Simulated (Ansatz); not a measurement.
What does this script print? It uses Ansatz's Python interface.

The script, `pa_geh4n2.py`:
```python
import ansatz as az
import numpy as np

GEOMETRY = '''
N    -0.91070    0.07800   -1.00340
Ge   -0.37530   -0.98160    0.36850
N     1.22870   -0.34890    0.99930
H    -1.82680   -0.21740   -1.30260
H    -1.10100    1.06470   -0.62110
H     1.10590    0.65370    1.31160
H     1.94040   -0.31650    0.20190
'''

molecule = az.Crystal.molecule()
for line in GEOMETRY.strip().splitlines():
    symbol, *xyz = line.split()
    molecule = molecule.atom(symbol, [float(v) for v in xyz])

base = (
    molecule.calculation()
    .basis(gaussian='def2-SVP')
    .correlation('mp2')
)
symbols = [site.symbol for site in molecule.cartesian_sites]
start = np.array([site.position_ang for site in molecule.cartesian_sites], dtype=float)
r = base.relax(force_tolerance=0.01, max_steps=100).run(threads=1, pin='off').report
end = np.array(r['positions_ang'])

away = sum((end[0] - end[j]) / np.linalg.norm(end[0] - end[j]) for j in [1, 3, 4]) + np.array([0.15, 0.1, -0.2])
proton = end[0] + 1.0 * away / np.linalg.norm(away)
acid = az.Crystal.molecule()
for symbol, place in zip(symbols, end):
    acid = acid.atom(symbol, place.tolist())
acid = acid.atom('H', proton.tolist())
protonated = (
    acid.calculation()
    .basis(gaussian='def2-SVP')
    .correlation('mp2')
    .charge(1)
    .relax(force_tolerance=0.01, max_steps=80)
)
after = protonated.run(threads=1, pin='off').report
xyz = np.array(after['positions_ang'])
reach = np.linalg.norm(xyz[:-1] - xyz[-1], axis=1)
print(f'base {r["free_energy_ev"]:.5f} eV, protonated {after["free_energy_ev"]:.5f} eV')
print(f'the proton ends {reach.min():.3f} A from {symbols[reach.argmin()]}{reach.argmin()}')
print(f'electronic proton affinity {(r["free_energy_ev"] - after["free_energy_ev"]):.3f} eV')
```

```console
$ python pa_geh4n2.py
base -59506.67473 eV, protonated -59516.79122 eV
the proton ends 1.027 A from N0
electronic proton affinity 10.116 eV
```

Reading the output:
- Total energies depend on the basis set; only differences at equal settings carry meaning.
- The proton is put on one chosen atom, which needn't be the most basic site, so the molecule's proton affinity can be higher; the ends are stationary points, not checked by frequencies, and zero-point and thermal terms count only where printed.
- Timing: 100 s on 1 thread of Arm Neoverse V1, with other jobs on the host, peak memory 0.26 GiB.
